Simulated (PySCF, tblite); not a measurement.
# C₂H₉B₂N: dynamics, then NMR shifts and electronic excitations on frames

Aim: move C₂H₉B₂N (`CB(C)BN`) away from its starting geometry and see how NMR shifts and electronic excitations follow the geometry.

The runs use tblite 0.8.0 and PySCF 2.14.0, with density-fitted response routines of our own; the level of theory stands in each step. All values are computed, except where a source is named. Atoms count from 0, in the outputs and in this text.

## 1. The starting structure

14 atoms, charge 0, multiplicity 1; geometry from: GFN2-xTB.

Bonds of the start (Å): C0–B1 1.59, B1–C2 1.59, B1–B3 1.66, B3–N4 1.39, C0–H5 1.09, C0–H6 1.09, C0–H7 1.09, C2–H8 1.09, C2–H9 1.09, C2–H10 1.09, B3–H11 1.18, N4–H12 1.01, N4–H13 1.01.

## 2. Thermal motion with GFN2-xTB

Job settings and geometry (Å):

```
{"job": {"kind": "md", "xc": "GFN2-xTB", "basis": "xTB", "temperature": 600, "steps": 2000, "every": 50, "frames": 5}, "charge": 0, "multiplicity": 1}
C     -1.412353    -0.999410    -0.545421
B     -0.258871    -0.100177     0.068325
C     -0.745316     1.080955     1.009963
B      1.349693    -0.407258    -0.218397
N      2.092936     0.221902    -1.206859
H     -2.358634    -0.474936    -0.669085
H     -1.601823    -1.811897     0.157951
H     -1.158125    -1.470352    -1.493168
H      0.014635     1.454419     1.693033
H     -1.034065     1.920032     0.374501
H     -1.628507     0.826297     1.593926
H      1.954224    -1.195062     0.425572
H      3.067428     0.039878    -1.384644
H      1.718100     0.915137    -1.832842
```

With the program's defaults for keys left out, this is: GFN2-xTB Langevin dynamics, gas phase.

Command:

```console
OMP_NUM_THREADS=1 python probes_run.py task.json out
```

The driver reads the jobs from task.json and runs them one after another.

Standard output:

```text
t/fs     T/K      E/eV
    0.0   464.8   -387.69186
   25.0   287.9   -387.11341
   50.0   409.9   -387.11695
   75.0   467.4   -386.98249
  100.0   424.7   -386.94694
  125.0   534.5   -386.91859
  150.0   702.4   -387.09132
  175.0   660.6   -387.02760
  200.0   605.6   -386.91513
  225.0   778.7   -387.02959
  250.0   790.2   -386.81876
  275.0   699.9   -386.77297
  300.0   618.9   -386.70101
  325.0   924.4   -387.17310
  350.0   605.8   -386.89664
  375.0   619.5   -386.94114
  400.0   692.6   -387.03737
  425.0   652.3   -387.03920
  450.0   648.5   -386.75283
  475.0   630.0   -386.71608
  500.0   591.2   -386.83200
  525.0   611.6   -386.96652
  550.0   471.6   -386.69305
  575.0   692.7   -386.98353
  600.0   675.2   -386.93020
  625.0   564.8   -386.81302
  650.0   457.8   -386.95233
  675.0   386.6   -386.73070
  700.0   615.6   -387.07632
  725.0   455.2   -386.58948
  750.0   539.2   -386.74898
  775.0   408.3   -386.72182
  800.0   639.3   -386.89397
  825.0   501.6   -386.86809
  850.0   649.2   -386.79380
  875.0   544.9   -386.88583
  900.0   619.1   -386.77837
  925.0   427.2   -386.37823
  950.0   761.2   -386.89788
  975.0   629.8   -386.85964
 1000.0   528.0   -386.84647
```

It took 11 s on 1 thread of Arm Neoverse N1, shared host; peak memory 0.18 GiB.

Distance from the start (root mean square after alignment): 0 fs 0.00 Å, 200 fs 1.11 Å, 400 fs 0.93 Å, 600 fs 1.00 Å, 800 fs 1.22 Å, 1000 fs 1.00 Å.

Positions (Å) and forces (eV/Å) at 1000 fs:

```xyz
14

C    -0.255   -2.090    0.033   -0.508    0.137    0.995
B     0.192   -0.674    0.576    1.208    0.695   -0.458
C    -0.480    0.615   -0.165    0.132   -0.223    2.120
B     1.647   -0.730    1.437   -0.196    0.191   -1.994
N     2.909   -0.843    0.801   -0.415    1.106    0.090
H     0.534   -2.607   -0.469    0.817   -0.581    0.451
H    -0.942   -1.983   -0.750   -1.643    0.111   -0.987
H    -0.727   -2.699    0.839    0.617    0.210   -0.698
H    -1.512    0.645    0.084   -1.337   -0.381    0.433
H    -0.220    1.663    0.122    0.725   -0.993   -0.813
H    -0.515    0.321   -1.177    0.511    0.574   -1.327
H     1.663   -0.768    2.536    0.183    0.006    2.497
H     3.747   -0.414    1.186   -0.241   -0.651    0.206
H     2.902   -0.661   -0.183    0.146   -0.201   -0.514
```

## 3. Shielding tensors: 250 fs, PBE0/pcSseg-1

Job settings and geometry (Å):

```
{"job": {"kind": "nmr", "xc": "PBE0", "basis": "pcSseg-1", "pop": false}, "charge": 0, "multiplicity": 1}
C     -1.007100    -1.740600    -1.016400
B     -0.447700    -0.537000    -0.112000
C     -1.472600     0.262400     0.778400
B      1.342000    -0.327000     0.171500
N      2.273400    -0.624600    -0.771900
H     -1.296700    -2.656800    -0.530800
H     -0.486600    -2.083900    -1.940000
H     -2.051600    -1.324400    -1.373500
H     -1.639100     1.093400     0.126000
H     -2.454000    -0.303800     0.973800
H     -1.193400     0.603600     1.850300
H      1.806100     0.134500     1.179700
H      3.287000    -0.704600    -0.791700
H      1.841600    -0.876200    -1.643900
```

Method: GIAO PBE0/pcSseg-1 NMR shielding, non-relativistic, gas phase.

Standard output:

```text
coarse grid: 10992 points
cycle   1  E = -185.7277022017  dE =  1.181e-01  |g| = 4.997e-01  |ddm| = 3.043e+00
cycle   2  E = -185.7195888954  dE =  8.113e-03  |g| = 5.489e-01  |ddm| = 9.117e-01
cycle   3  E = -185.7944871494  dE = -7.490e-02  |g| = 5.421e-02  |ddm| = 4.620e-01
cycle   4  E = -185.7950795877  dE = -5.924e-04  |g| = 2.580e-02  |ddm| = 5.783e-02
cycle   5  E = -185.7952286327  dE = -1.490e-04  |g| = 5.852e-03  |ddm| = 2.002e-02
cycle   6  E = -185.7952373373  dE = -8.705e-06  |g| = 1.005e-03  |ddm| = 5.982e-03
final grid: 104176 points
cycle   7  E = -185.8192776508  dE = -2.741e-05  |g| = 7.098e-03  |ddm| = 1.997e-02
cycle   8  E = -185.8192727150  dE =  4.936e-06  |g| = 8.599e-03  |ddm| = 1.194e-02
cycle   9  E = -185.8192901788  dE = -1.746e-05  |g| = 7.240e-04  |ddm| = 6.011e-03
cycle  10  E = -185.8192903050  dE = -1.262e-07  |g| = 1.948e-04  |ddm| = 6.711e-04
cycle  11  E = -185.8192903130  dE = -7.920e-09  |g| = 4.409e-05  |ddm| = 1.545e-04
cycle  12  E = -185.8192903135  dE = -5.406e-10  |g| = 1.092e-05  |ddm| = 5.218e-05
converged SCF energy = -185.8192903135

GIAO shielding tensors (ppm)
atom      isotropic    diamagn.    paramagn.     s11        s22        s33       span
  0 C      166.565     251.058     -84.493    147.179    166.647    185.870     38.691
  1 B       -0.606     190.577    -191.183    -78.613    -46.402    123.197    201.810
  2 C      154.452     252.411     -97.958    134.985    159.035    169.337     34.351
  3 B       60.714     194.881    -134.168     25.722     38.890    117.530     91.808
  4 N      135.211     317.363    -182.152     22.369    165.631    217.633    195.264
  5 H       30.637      29.977       0.660     26.469     29.185     36.258      9.789
  6 H       29.814      30.344      -0.530     26.098     28.566     34.779      8.682
  7 H       28.961      28.373       0.589     25.010     29.157     32.716      7.706
  8 H       31.623      31.446       0.177     27.800     31.310     35.758      7.958
  9 H       28.916      29.143      -0.227     25.317     29.247     32.184      6.867
 10 H       27.939      29.369      -1.430     24.210     26.761     32.847      8.637
 11 H       26.355      30.325      -3.970     24.952     25.791     28.322      3.370
 12 H       25.902      28.636      -2.734     22.622     23.367     31.718      9.096
 13 H       26.779      32.606      -5.827     21.141     26.393     32.803     11.663
```

It took 14 s on 1 thread of Arm Neoverse N1, shared host; peak memory 0.59 GiB.

The references, computed at this level on geometries of the same kind, shield at (ppm): ¹H TMS 31.72, ¹³C TMS 186.9, ¹⁵N NH3 267.7, ¹¹B BF3·OEt2 100.1. Their shielding less the atom's gives the shift. The references are single molecules in the gas phase, so shifts against H2O, NH3, PH3, H3PO4 or CFCl3 are not on the usual liquid scales and can be off by tens of ppm. Each atom is listed at this fixed geometry, with no averaging over motion; a spectrum would average atoms that exchange fast.

| atoms | environment | σ (ppm) | δ (ppm) |
| --- | --- | --- | --- |
| C2 | methyl carbon bonded to B | 154.5 | 32.5 |
| C0 | methyl carbon bonded to B | 166.6 | 20.4 |
| H12 | hydrogen on a nitrogen bonded to B | 25.90 | 5.81 |
| H11 | hydrogen on a boron bonded to B, N | 26.36 | 5.36 |
| H13 | hydrogen on a nitrogen bonded to B | 26.78 | 4.94 |
| H10 | hydrogen on a methyl carbon bonded to B | 27.94 | 3.78 |
| H9 | hydrogen on a methyl carbon bonded to B | 28.92 | 2.80 |
| H7 | hydrogen on a methyl carbon bonded to B | 28.96 | 2.76 |
| H6 | hydrogen on a methyl carbon bonded to B | 29.81 | 1.90 |
| H5 | hydrogen on a methyl carbon bonded to B | 30.64 | 1.08 |
| H8 | hydrogen on a methyl carbon bonded to B | 31.62 | 0.09 |
| B1 | boron bonded to 2 C, B | -0.6 | 100.7 |
| B3 | boron bonded to B, N, H | 60.7 | 39.4 |
| N4 | nitrogen bonded to B, 2 H | 135.2 | 132.5 |

## 4. Ultraviolet spectrum: 250 fs, PBE0/def2-SVPD

Settings changed since step 3:

```diff
@@ -1,2 +1,2 @@
-{"job": {"kind": "nmr", "xc": "PBE0", "basis": "pcSseg-1", "pop": false}, "charge": 0, "multiplicity": 1}
+{"job": {"kind": "uv", "xc": "PBE0", "basis": "def2-SVPD", "nstates": 5, "ntriplets": 0}, "charge": 0, "multiplicity": 1}
 C     -1.007100    -1.740600    -1.016400
```

Level: TDDFT PBE0/def2-SVPD, vertical, gas phase, core orbitals frozen in the response.

Standard output:

```text
coarse grid: 10992 points
cycle   1  E = -185.6323315314  dE =  7.655e-02  |g| = 4.832e-01  |ddm| = 4.729e+00
cycle   2  E = -185.6217592989  dE =  1.057e-02  |g| = 5.384e-01  |ddm| = 1.734e+00
cycle   3  E = -185.6967407507  dE = -7.498e-02  |g| = 5.147e-02  |ddm| = 8.824e-01
cycle   4  E = -185.6972556993  dE = -5.149e-04  |g| = 2.656e-02  |ddm| = 9.122e-02
cycle   5  E = -185.6974215900  dE = -1.659e-04  |g| = 5.208e-03  |ddm| = 3.129e-02
cycle   6  E = -185.6974290418  dE = -7.452e-06  |g| = 9.816e-04  |ddm| = 1.169e-02
final grid: 104176 points
cycle   7  E = -185.7210541236  dE = -2.746e-05  |g| = 6.838e-03  |ddm| = 7.691e-02
cycle   8  E = -185.7210492118  dE =  4.912e-06  |g| = 8.298e-03  |ddm| = 2.150e-02
cycle   9  E = -185.7210662252  dE = -1.701e-05  |g| = 6.738e-04  |ddm| = 9.718e-03
cycle  10  E = -185.7210663349  dE = -1.097e-07  |g| = 1.784e-04  |ddm| = 9.958e-04
cycle  11  E = -185.7210663421  dE = -7.179e-09  |g| = 3.744e-05  |ddm| = 2.759e-04
cycle  12  E = -185.7210663425  dE = -4.097e-10  |g| = 1.066e-05  |ddm| = 1.209e-04
converged SCF energy = -185.7210663425

Static polarisability (au): isotropic 66.929, principal 51.779 70.261 78.747

Singlet excitations
state   eV       nm        f      main configurations
  1   3.9772    311.7   0.00252   H->L 0.99
  2   5.6647    218.9   0.00068   H-1->L 0.50, H-2->L 0.48
  3   6.2010    199.9   0.02171   H->L+1 0.92
  4   6.3866    194.1   0.08386   H-2->L 0.43, H-1->L 0.39, H-3->L 0.08
  5   6.6568    186.3   0.01540   H-3->L 0.47, H->L+3 0.24
```

Run time: 22 s. Hardware: 1 thread of Arm Neoverse N1, shared host; peak memory 0.72 GiB.

The orbitals next to the gap, with their largest atomic shares:

| orbital | eV | atoms |
| --- | --- | --- |
| HOMO−3 | -9.49 | B3 22 %, C2 20 %, H11 18 % |
| HOMO−2 | -8.77 | N4 23 %, C2 21 %, B1 15 % |
| HOMO−1 | -8.62 | N4 40 %, B1 12 %, C2 11 % |
| HOMO | -6.94 | B3 28 %, B1 28 %, C0 10 % |
| LUMO | -1.32 | B1 39 %, B3 20 %, N4 10 % |
| LUMO+1 | 0.39 | B1 24 %, B3 24 %, C0 10 % |
| LUMO+2 | 0.94 | H12 19 %, B3 18 %, B1 17 % |

With each of the 5 states as a Gaussian band of 0.4 eV half-width at 1/e, the curve within the window shown has maxima at 312 nm (ε 100), 194 nm (ε 4,500) L/(mol cm). Beyond the last state computed it falls off for lack of states. The curve at chosen wavelengths:

| nm | ε (L/mol/cm) |
| --- | --- |
| 178 | 825 |
| 186 | 3005 |
| 193 | 4469 |
| 201 | 3486 |
| 208 | 1703 |
| 216 | 492 |
| 223 | 135 |
| 231 | 31 |
| 238 | 10 |
| 246 | 3 |
| 253 | 1 |
| 261 | 3 |
| 268 | 8 |
| 276 | 20 |
| 283 | 37 |
| 291 | 62 |
| 298 | 83 |
| 306 | 99 |
| 313 | 102 |
| 321 | 94 |
| 328 | 80 |
| 336 | 60 |
| 343 | 44 |
| 351 | 29 |
| 358 | 19 |
| 366 | 11 |

Further results of this job:

| property | computed |
| --- | --- |
| dipole moment (D) | 1.81 |
| polarisability (Å³) | 9.92 |
| HOMO–LUMO gap (eV) | 5.62 |
| −ε(HOMO) (eV) | 6.94 |

## 5. NMR shieldings: 425 fs, PBE0/pcSseg-1

Job settings and geometry (Å):

```
{"job": {"kind": "nmr", "xc": "PBE0", "basis": "pcSseg-1", "pop": false}, "charge": 0, "multiplicity": 1}
C     -0.780000    -2.114800    -1.359100
B     -0.205700    -1.035600    -0.278100
C     -1.038200     0.365400    -0.334300
B      1.197900    -1.267400     0.712900
N      2.514700    -1.024300     0.392000
H     -0.098100    -2.891100    -1.702500
H     -1.312800    -1.520300    -2.183200
H     -1.561500    -2.554300    -0.837800
H     -0.796200     1.187600     0.343800
H     -1.040400     0.721000    -1.404000
H     -2.034400    -0.023200    -0.044800
H      1.014200    -2.016500     1.758400
H      3.324600    -1.378400     0.823600
H      2.830600    -0.495800    -0.443000
```

With the program's defaults for keys left out, this is: GIAO PBE0/pcSseg-1 NMR shielding, non-relativistic, gas phase.

Standard output:

```text
coarse grid: 10992 points
cycle   1  E = -185.7391649659  dE =  1.083e-01  |g| = 4.962e-01  |ddm| = 3.060e+00
cycle   2  E = -185.7316030905  dE =  7.562e-03  |g| = 5.462e-01  |ddm| = 8.836e-01
cycle   3  E = -185.8042631404  dE = -7.266e-02  |g| = 5.570e-02  |ddm| = 4.420e-01
cycle   4  E = -185.8049176097  dE = -6.545e-04  |g| = 2.414e-02  |ddm| = 5.881e-02
cycle   5  E = -185.8050474106  dE = -1.298e-04  |g| = 5.289e-03  |ddm| = 1.836e-02
cycle   6  E = -185.8050546484  dE = -7.238e-06  |g| = 9.652e-04  |ddm| = 5.556e-03
final grid: 104176 points
cycle   7  E = -185.8282854586  dE = -2.523e-05  |g| = 7.708e-03  |ddm| = 2.001e-02
cycle   8  E = -185.8282790126  dE =  6.446e-06  |g| = 9.486e-03  |ddm| = 1.218e-02
cycle   9  E = -185.8282995397  dE = -2.053e-05  |g| = 8.343e-04  |ddm| = 6.309e-03
cycle  10  E = -185.8282997155  dE = -1.758e-07  |g| = 1.410e-04  |ddm| = 7.341e-04
cycle  11  E = -185.8282997194  dE = -3.931e-09  |g| = 4.220e-05  |ddm| = 1.304e-04
cycle  12  E = -185.8282997199  dE = -5.166e-10  |g| = 1.078e-05  |ddm| = 5.427e-05
converged SCF energy = -185.8282997199

GIAO shielding tensors (ppm)
atom      isotropic    diamagn.    paramagn.     s11        s22        s33       span
  0 C      163.202     254.043     -90.842    139.660    166.295    183.649     43.989
  1 B       -4.065     193.758    -197.823    -93.531    -43.687    125.023    218.555
  2 C      160.665     252.639     -91.974    138.285    170.783    172.928     34.642
  3 B       52.768     193.561    -140.794     -6.433     43.241    121.495    127.928
  4 N      155.285     312.806    -157.521     68.102    170.314    227.438    159.336
  5 H       29.898      30.119      -0.221     26.693     28.599     34.402      7.708
  6 H       29.099      29.727      -0.628     25.756     29.279     32.262      6.506
  7 H       32.305      31.749       0.556     28.279     31.356     37.280      9.000
  8 H       29.927      32.687      -2.759     27.051     28.229     34.502      7.451
  9 H       29.852      31.165      -1.313     25.875     29.698     33.983      8.108
 10 H       30.553      31.086      -0.532     26.406     30.987     34.266      7.860
 11 H       24.771      27.309      -2.538     22.826     25.266     26.221      3.396
 12 H       27.732      28.536      -0.804     23.544     24.468     35.185     11.641
 13 H       27.127      31.003      -3.877     22.793     25.426     33.160     10.367
```

Run time: 13 s. Hardware: 1 thread of Arm Neoverse N1, shared host; peak memory 0.62 GiB.

This run: δ C2 26.3, C0 23.7, B1 104.1, B3 47.3, H11 6.95, H13 4.59 ppm.

## 6. Ultraviolet spectrum: 425 fs, PBE0/def2-SVPD

Settings changed since step 5:

```diff
@@ -1,2 +1,2 @@
-{"job": {"kind": "nmr", "xc": "PBE0", "basis": "pcSseg-1", "pop": false}, "charge": 0, "multiplicity": 1}
+{"job": {"kind": "uv", "xc": "PBE0", "basis": "def2-SVPD", "nstates": 5, "ntriplets": 0}, "charge": 0, "multiplicity": 1}
 C     -0.780000    -2.114800    -1.359100
```

Level: TDDFT PBE0/def2-SVPD, vertical, gas phase, core orbitals frozen in the response.

Standard output:

```text
coarse grid: 10992 points
cycle   1  E = -185.6448919910  dE =  6.497e-02  |g| = 4.787e-01  |ddm| = 4.655e+00
cycle   2  E = -185.6351671187  dE =  9.725e-03  |g| = 5.339e-01  |ddm| = 1.276e+00
cycle   3  E = -185.7072824056  dE = -7.212e-02  |g| = 5.405e-02  |ddm| = 6.019e-01
cycle   4  E = -185.7078905192  dE = -6.081e-04  |g| = 2.456e-02  |ddm| = 9.071e-02
cycle   5  E = -185.7080316350  dE = -1.411e-04  |g| = 4.593e-03  |ddm| = 2.705e-02
cycle   6  E = -185.7080375803  dE = -5.945e-06  |g| = 9.391e-04  |ddm| = 8.915e-03
final grid: 104176 points
cycle   7  E = -185.7307982261  dE = -2.543e-05  |g| = 7.487e-03  |ddm| = 7.241e-02
cycle   8  E = -185.7307917216  dE =  6.505e-06  |g| = 9.225e-03  |ddm| = 1.783e-02
cycle   9  E = -185.7308120839  dE = -2.036e-05  |g| = 7.964e-04  |ddm| = 9.265e-03
cycle  10  E = -185.7308122453  dE = -1.614e-07  |g| = 1.281e-04  |ddm| = 9.610e-04
cycle  11  E = -185.7308122489  dE = -3.627e-09  |g| = 3.571e-05  |ddm| = 2.242e-04
cycle  12  E = -185.7308122493  dE = -3.928e-10  |g| = 1.065e-05  |ddm| = 9.629e-05
converged SCF energy = -185.7308122493

Static polarisability (au): isotropic 66.510, principal 59.864 63.404 76.262

Singlet excitations
state   eV       nm        f      main configurations
  1   4.7230    262.5   0.00556   H->L 0.98
  2   5.6599    219.1   0.00776   H->L+1 0.93
  3   5.8936    210.4   0.00268   H-1->L 0.90
  4   6.4232    193.0   0.02137   H->L+2 0.93
  5   6.8148    181.9   0.01143   H-2->L 0.87
```

It took 21 s on 1 thread of Arm Neoverse N1, shared host; peak memory 0.72 GiB.

Key values: HOMO -7.00 eV, LUMO -0.65 eV; lowest singlet 4.72 eV.

## 7. Nuclear shieldings: 625 fs, PBE0/pcSseg-1

Job settings and geometry (Å):

```
{"job": {"kind": "nmr", "xc": "PBE0", "basis": "pcSseg-1", "pop": false}, "charge": 0, "multiplicity": 1}
C     -0.711500    -1.987900    -0.731700
B      0.179200    -0.882200    -0.162400
C     -0.293700     0.649000    -0.408300
B      1.363400    -1.092800     0.975700
N      2.482500    -0.358600     0.990500
H     -1.859100    -1.792300    -0.963300
H     -0.938800    -2.956300    -0.065200
H     -0.325400    -2.340400    -1.678400
H     -1.034600     0.866100    -1.273000
H     -0.906600     0.848300     0.476000
H      0.468500     1.328600    -0.549600
H      1.209800    -1.732000     1.926200
H      3.119700    -0.312000     1.702900
H      2.854800     0.130700     0.180900
```

With the program's defaults for keys left out, this is: GIAO PBE0/pcSseg-1 NMR shielding, non-relativistic, gas phase.

Standard output:

```text
coarse grid: 10992 points
cycle   1  E = -185.7150299238  dE =  3.099e-01  |g| = 5.280e-01  |ddm| = 3.096e+00
cycle   2  E = -185.7036551449  dE =  1.137e-02  |g| = 5.826e-01  |ddm| = 1.010e+00
cycle   3  E = -185.7904386037  dE = -8.678e-02  |g| = 4.749e-02  |ddm| = 5.316e-01
cycle   4  E = -185.7909120824  dE = -4.735e-04  |g| = 2.269e-02  |ddm| = 5.466e-02
cycle   5  E = -185.7910251141  dE = -1.130e-04  |g| = 6.613e-03  |ddm| = 1.888e-02
cycle   6  E = -185.7910356878  dE = -1.057e-05  |g| = 9.478e-04  |ddm| = 5.933e-03
cycle   7  E = -185.7910359234  dE = -2.356e-07  |g| = 2.270e-04  |ddm| = 1.336e-03
final grid: 104176 points
cycle   8  E = -185.8140241376  dE = -3.143e-05  |g| = 7.211e-03  |ddm| = 2.273e-02
cycle   9  E = -185.8140196966  dE =  4.441e-06  |g| = 8.573e-03  |ddm| = 1.249e-02
cycle  10  E = -185.8140368871  dE = -1.719e-05  |g| = 7.379e-04  |ddm| = 6.395e-03
cycle  11  E = -185.8140370178  dE = -1.307e-07  |g| = 1.964e-04  |ddm| = 7.304e-04
cycle  12  E = -185.8140370265  dE = -8.662e-09  |g| = 5.524e-05  |ddm| = 1.792e-04
cycle  13  E = -185.8140370273  dE = -7.608e-10  |g| = 1.177e-05  |ddm| = 5.613e-05
converged SCF energy = -185.8140370273

GIAO shielding tensors (ppm)
atom      isotropic    diamagn.    paramagn.     s11        s22        s33       span
  0 C      161.814     249.013     -87.199    148.331    160.247    176.865     28.534
  1 B        1.915     189.469    -187.554    -73.547    -51.543    130.835    204.382
  2 C      160.195     253.041     -92.845    142.551    161.650    176.385     33.834
  3 B       59.558     196.665    -137.107     11.211     41.034    126.428    115.217
  4 N      144.000     314.031    -170.031     38.420    166.255    227.324    188.905
  5 H       28.271      28.613      -0.343     24.659     27.842     32.310      7.651
  6 H       27.782      26.520       1.261     23.915     26.470     32.961      9.046
  7 H       30.740      28.713       2.027     27.265     29.217     35.738      8.473
  8 H       29.156      30.369      -1.213     26.126     28.251     33.090      6.965
  9 H       31.118      31.868      -0.750     27.494     30.151     35.709      8.215
 10 H       31.579      34.555      -2.976     27.337     31.445     35.955      8.618
 11 H       26.717      30.644      -3.927     24.134     26.934     29.082      4.948
 12 H       28.156      30.259      -2.103     24.150     25.332     34.988     10.837
 13 H       27.165      31.735      -4.569     23.401     25.381     32.714      9.313
```

It took 13 s on 1 thread of Arm Neoverse N1, shared host; peak memory 0.65 GiB.

In short: δ C2 26.7, C0 25.1, B1 98.2, B3 40.5, H11 5.00, H13 4.55 ppm.

[end of part 1 of 2]
